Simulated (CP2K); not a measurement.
Crystal: BiTe.

```xyz
2
Lattice="4.5750 0.0000 0.0000 2.2875 3.9620 0.0000 2.2875 1.3207 3.7355" Properties=species:S:1:pos:R:3 pbc="T T T"
Bi    0.0000    0.0000    0.0000
Te    4.5750    2.6414    1.8677
```

Base run:

| Quantity | Value |
| --- | --- |
| Program | CP2K 2026.2 |
| Functional | PBEsol |
| Potentials or basis | POTENTIAL_UZH Bi GTH-PBE-q5, Te GTH-PBE-q6; TZVP-MOLOPT-PBE-GTH basis |
| Density cutoff | 6123 eV |
| k mesh | 7 × 7 × 7 |
| Occupations | gaussian, width 0.1 eV |
| Spin | no spin polarisation |

Its results: band gap on the k mesh none (metal or under the smearing width); pressure 0.3 GPa.

Q: The run is repeated on the same cell with these changes: functional from PBEsol to RPBE. What comes out?

A: Band gap on the k mesh none (metal or under the smearing width); pressure 2.0 GPa.

RPBE binds less tightly than PBEsol, so the same cell stands under more pressure.

Caveats: the potentials were made for another functional, which shifts forces and pressure; spin-orbit coupling is left out, which moves the levels of the heavy elements; the basis of atomic orbitals isn't converged, which shifts pressures, moduli and gaps.

Not every run made on this cell is shown here.
